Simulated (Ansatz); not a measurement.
The system is Ge3Pd.

```
Pd Ge
1.0
     4.14202    0.00000    0.00000
     0.00000    4.14202    0.00000
     0.00000    0.00000    4.14202
Pd Ge
1 3
Direct
  0.00000 0.00000 0.00000
  0.50000 0.50000 0.00000
  0.50000 0.00000 0.50000
  0.00000 0.50000 0.50000
```

The cell comes from a database or a generator and needn't be the stable form of this composition.

| Quantity | Value |
| --- | --- |
| Program | Ansatz 0.2.0 |
| Task | relaxation of cell and atoms |
| Functional | PBEsol |
| Potentials or basis | all-electron LAPW, scalar-relativistic |
| Basis error allowed | 0.002 eV/atom |
| k mesh | 7 × 7 × 7 |
| Occupations | fermi-dirac, width 0.05 eV |
| Spin | no spin polarisation |

At the start: volume 17.77 Å³/atom.

Where does the relaxation end?

Over 5 steps the energy falls by 14.0 meV/atom and the volume is 16.86 Å³/atom (-5.1 %); space group Pm-3m (No. 221, to 0.05 Å).

Step by step:
```
step  energy change (eV)  largest force (eV/Å)  volume (Å³)
   1              0.0000                0.0000        71.06
   2             -0.0551                0.0000        67.83
   3             -0.0558                0.0000        67.40
   4             -0.0558                0.0000        67.44
   5             -0.0558                0.0000        67.44
```

Final structure:
```
Pd Ge
1.0
     4.07050    0.00000    0.00000
     0.00000    4.07050    0.00000
     0.00000    0.00000    4.07050
Pd Ge
1 3
Direct
  0.00000 0.00000 0.00000
  0.50000 0.50000 0.00000
  0.50000 0.00000 0.50000
  0.00000 0.50000 0.50000
```
